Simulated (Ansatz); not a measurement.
**SiAsNH6 (SMILES N[AsH][SiH3]): PBE0/def2-SVP**

What is the electronic atomisation energy of SiAsNH6 at PBE0/def2-SVP? 

The calculation is run with Ansatz 0.2.0.

72 further runs of the same task are left out: 72 set aside as unsound or not needed.

## 1. The molecule

SiAsNH6: 9 atoms, total charge 0, spin state singlet. As SMILES, `N[AsH][SiH3]`. The coordinates come from a PBE0-D4/def2-TZVP relaxation. This is one conformer, not always the lowest.

Bond lengths: N1–As2 1.864 Å, As2–Si3 2.365 Å, N1–H4 1.011 Å, N1–H5 1.011 Å, As2–H6 1.537 Å, Si3–H7 1.488 Å, Si3–H8 1.485 Å, Si3–H9 1.489 Å. Some angles: N1–As2–Si3 95.0°, N1–As2–H6 101.5°, Si3–As2–H6 91.9°, As2–N1–H4 110.5°, As2–N1–H5 114.1°, As2–Si3–H7 108.9°, As2–Si3–H8 109.3°, As2–Si3–H9 111.1°, H4–N1–H5 108.7°, H7–Si3–H8 109.3°.

## 2. A single-point energy at PBE0/def2-SVP

molecule.yaml

```yaml
crystal:
  periodic: [false, false, false]
  atoms:
    - {symbol: "N", position_ang: [-1.101100, 0.719000, -1.145600]}
    - {symbol: As, position_ang: [0.735100, 0.438100, -0.988900]}
    - {symbol: Si, position_ang: [0.557300, -1.064700, 0.828600]}
    - {symbol: H, position_ang: [-1.303700, 1.291400, -1.954300]}
    - {symbol: H, position_ang: [-1.525300, 1.144300, -0.332300]}
    - {symbol: H, position_ang: [1.144100, 1.592600, -0.059800]}
    - {symbol: H, position_ang: [1.889500, -1.194000, 1.477900]}
    - {symbol: H, position_ang: [0.123900, -2.393300, 0.326700]}
    - {symbol: H, position_ang: [-0.431200, -0.579700, 1.830600]}
basis:
  gaussian:
    orbitals: def2-SVP
hamiltonian:
  xc: {name: PBE0}
accuracy: high
output: {orbitals: {seedname: orbitals}}
```

Run with:

```console
$ ansatz run molecule.yaml --threads 1 --pin off --max-ram 3480MiB --events-out events.jsonl --progress --plain --runs-dir runs
```

Log:

```text
Warning: RAYON_NUM_THREADS=1 ignored (pool sized by the plan → 1); use --threads N
Functional definition: PBE0
  name "PBE0"
  parameter a = 0.25
  parameter kappa = 0.804
  parameter beta = 0.06672455060314922
  exchange = (1 - a)*pbe_x(kappa = kappa, mu = beta*pi^2/3) + a*exact_x
  correlation = pbe_c(beta = beta)
2062 factors; integrals over basis functions are off by at most 4.7e-9 eV
mean field evaluation 1: about -70278.2418 eV, gradient 4.7e1 eV
mean field evaluation 2: about -70269.9360 eV, gradient 7.3e1 eV
mean field evaluation 4: about -70282.6254 eV, gradient 1.6e0 eV
mean field evaluation 8: about -70282.7956 eV, gradient 2.1e-1 eV
mean field evaluation 16: about -70282.7957 eV, gradient 3.9e-5 eV
mean field -70282.79574912 eV, -2582.8451043902 hartree, gradient 2.9e-8 eV, S^2 0.000000; 0 other end points of the search recorded, 0 dependent functions left out
reference -70282.79575165 eV, -2582.8451044832 hartree; 30, 30 occupied and 64, 64 virtual orbitals, 2062 factors
Total energy: -70282.79575165 eV, -2582.8451044832 hartree
```

Run time: 2.9 s. Hardware: 1 thread of AMD EPYC 9R45 (Zen 5), shared host; peak memory 0.36 GiB.

## 3. The As atom at the same level

in.yaml

```yaml
crystal:
  periodic: [false, false, false]
  atoms:
    - symbol: As
      position_ang: [0.000000, 0.000000, 0.000000]
basis:
  gaussian:
    orbitals: def2-SVP
total_charge: 0
magnetization:
  spin_polarized: true
  initial_magnetization: 3
hamiltonian:
  xc: {name: PBE0}
accuracy: high
```

Run with:

```console
$ ansatz run in.yaml --threads 1 --pin off --max-ram 3480MiB --events-out events.jsonl --progress --plain --runs-dir runs
```

Log (excerpt; [...] marks lines left out):

```text
Warning: RAYON_NUM_THREADS=1 ignored (pool sized by the plan → 1); use --threads N
[... 7 set-up lines as earlier in the session ...]
304 factors; integrals over basis functions are off by at most 4.6e-9 eV
mean field evaluation 1: about -60824.6089 eV, gradient 3.0e0 eV
mean field evaluation 2: about -60824.6339 eV, gradient 1.5e0 eV
mean field evaluation 4: about -60824.6377 eV, gradient 3.3e-1 eV
mean field evaluation 8: about -60824.6399 eV, gradient 1.3e-3 eV
mean field -60824.63992040 eV, -2235.2642886529 hartree, gradient 7.3e-8 eV, S^2 3.750382; 0 other end points of the search recorded, 0 dependent functions left out
reference -60824.63992166 eV, -2235.2642886993 hartree; 18, 15 occupied and 14, 17 virtual orbitals, 304 factors
Total energy: -60824.63992166 eV, -2235.2642886993 hartree
```

Run time: 0.4 s. Hardware: 1 thread of AMD EPYC 9R45 (Zen 5), shared host.

## 4. The H atom, same level

job.yaml

```yaml
crystal:
  periodic: [false, false, false]
  atoms:
    - {symbol: H, position_ang: [0.000000, 0.000000, 0.000000]}
basis:
  gaussian: {orbitals: def2-SVP}
magnetization: {spin_polarized: true, initial_magnetization: 1}
hamiltonian: {xc: pbe0}
accuracy: high
```

Run the same way, it converges to -0.50029 Eh (log not shown).

## 5. The N atom at the same level

job.yaml

```yaml
crystal:
  periodic: [false, false, false]
  atoms:
    - {symbol: "N", position_ang: [0.000000, 0.000000, 0.000000]}
basis:
  gaussian: {orbitals: def2-SVP}
magnetization: {spin_polarized: true, initial_magnetization: 3}
hamiltonian: {xc: pbe0}
accuracy: high
```

Run the same way, it converges to -54.47898 Eh (log not shown).

## 6. The Si atom

run.yaml

```yaml
basis:
  gaussian: {orbitals: def2-SVP}
crystal:
  periodic: [false, false, false]
  atoms:
    - {symbol: Si, position_ang: [0.000000, 0.000000, 0.000000]}
magnetization: {spin_polarized: true, initial_magnetization: 2}
hamiltonian: {xc: pbe0}
accuracy: high
```

Run the same way, it converges to -289.15194 Eh (log not shown).

## 7. Summary of results

Level: PBE0/def2-SVP.

| quantity | value |
| --- | --- |
| molecule: total energy | -2582.84510 Eh |
| molecule: HOMO energy | -7.05 eV |
| molecule: LUMO energy | 0.01 eV |
| molecule: HOMO–LUMO gap | 7.05 eV |
| As atom: total energy | -2235.26429 Eh |
| As atom: ⟨S²⟩ | 3.750 |
| H atom: total energy | -0.50029 Eh |
| H atom: ⟨S²⟩ | 0.750 |
| N atom: total energy | -54.47898 Eh |
| N atom: ⟨S²⟩ | 3.753 |
| Si atom: total energy | -289.15194 Eh |
| Si atom: ⟨S²⟩ | 2.004 |
| electronic atomisation energy | 25.800 eV |

Taking the molecule apart into free atoms costs 25.80 eV (595 kcal/mol), before zero-point energy and without spin-orbit coupling.
